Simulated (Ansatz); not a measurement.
# Zr3SnO8: the band gap up the ladder of functionals

An exercise on one series of results from a longer session: the logs are not shown, and one member is left open.

Code: Ansatz 0.2.0. PAW datasets, plane waves. (Calculated; spin-unpolarised; the phase may be known or hypothetical.)

## Starting point

The cell was relaxed beforehand with r2SCAN.

Space group Cmmm (No. 65), orthorhombic; a = 7.237 Å, b = 10.175 Å, c = 3.574 Å in the conventional setting, 10.97 Å³ an atom. Zr has 8 O at 2.20–2.22 Å; O has 1 Sn at 2.20 Å and 3 Zr at 2.20–2.22 Å; O has 2 Sn at 2.19 Å and 2 Zr at 2.22 Å; O has 4 Zr at 2.20 Å.

Coordinates:

```cif
data_structure
_symmetry_space_group_name_H-M 'P 1'
_symmetry_Int_Tables_number 1
_cell_length_a 6.2430
_cell_length_b 6.2430
_cell_length_c 3.5745
_cell_angle_alpha 90.000
_cell_angle_beta 90.000
_cell_angle_gamma 109.152
_cell_volume 131.60
loop_
_atom_site_label
_atom_site_type_symbol
_atom_site_fract_x
_atom_site_fract_y
_atom_site_fract_z
_atom_site_occupancy
Zr1 Zr 0.00000 0.50000 0.00000 1
O1 O 0.37261 0.12408 0.50000 1
O2 O 0.12408 0.37261 0.50000 1
Zr2 Zr 0.50000 0.50000 0.50000 1
O3 O 0.87639 0.12361 0.00000 1
O4 O 0.62619 0.37381 0.00000 1
Sn1 Sn 0.00000 0.00000 0.50000 1
O5 O 0.37381 0.62619 0.00000 1
O6 O 0.12361 0.87639 0.00000 1
Zr3 Zr 0.50000 0.00000 0.00000 1
O7 O 0.87592 0.62739 0.50000 1
O8 O 0.62739 0.87592 0.50000 1
```

The first run:

Contents of input.yaml:

```yaml
crystal:
  lattice:
    - [3.6185957157, -5.087308409, 0.0]
    - [3.6185957157, 5.087308409, 0.0]
    - [0.0, 0.0, 3.5744796494]
  atoms:
    - { symbol: Zr, position: [0.0, 0.5, 0.0] }
    - { symbol: O, position: [0.3726112236, 0.1240835911, 0.5] }
    - { symbol: O, position: [0.1240835911, 0.3726112236, 0.5] }
    - { symbol: Zr, position: [0.5, 0.5, 0.5] }
    - { symbol: O, position: [0.8763887543, 0.1236112457, 0.0] }
    - { symbol: O, position: [0.6261877608, 0.3738122392, 0.0] }
    - { symbol: Sn, position: [0.0, 0.0, 0.5] }
    - { symbol: O, position: [0.3738122392, 0.6261877608, 0.0] }
    - { symbol: O, position: [0.1236112457, 0.8763887543, 0.0] }
    - { symbol: Zr, position: [0.5, 0.0, 0.0] }
    - { symbol: O, position: [0.8759164089, 0.6273887764, 0.5] }
    - { symbol: O, position: [0.6273887764, 0.8759164089, 0.5] }
kpoints:
  mp_grid: { grid: [4, 4, 8] }
  band_path:
    path:
      - [[0.0, 0.0, 0.0], [-0.5, 0.5, 0.0], [-0.3764864502186, 0.6235135497814, 0.0]]
      - [[0.3764864502186, 0.3764864502186, 0.0], [0.0, 0.0, 0.0], [0.0, 0.0, 0.5], [0.3764864502186, 0.3764864502186, 0.5]]
      - [[-0.3764864502186, 0.6235135497814, 0.5], [-0.5, 0.5, 0.5], [-0.5, 0.5, 0.0]]
      - [[0.0, 0.0, 0.0], [2.226733130271e-17, 0.5, 0.0], [2.226733130271e-17, 0.5, 0.5], [0.0, 0.0, 0.5], [-0.5, 0.5, 0.5]]
    npoints: 10
hamiltonian:
  xc: pbe
scf:
  occupations: { method: fermi_dirac, width: 0.02 }
  n_extra_bands: 7
output:
  forces: true
  stress: true
  eigenvalues: true
  write_density: true
  write_potential: true
  elf: true
  volumetric_format: npy
```

Steps of the session up to this table: Band structure with PBE; r2SCAN; HSE06; PBE+SOC; Single point with PBE0.

One of the session's tables, all rows but one given; the rest of the session is left out.

```
  level  gap (eV)
    PBE      2.25
 r2SCAN      2.75
  HSE06      3.71
PBE+SOC      2.25
   PBE0         ?
```

Estimate the missing values for PBE0.

**Answer.** gap (eV): 4.47. In the column «gap (eV)» it is the highest.

Meshes: PBE 4×4×8, r2SCAN 4×4×8, HSE06 4×4×4, PBE+SOC 4×4×8, PBE0 4×4×4

Against HSE06, PBE is short by 1.46 eV, at 61 % of it, and r2SCAN 74 %. PBE0 lies 0.75 eV above HSE06, which differs from it by screening the long-range exchange.

Limits of these values: Warnings in the runs' records: stress scf threshold loose, stress exchange threshold loose.
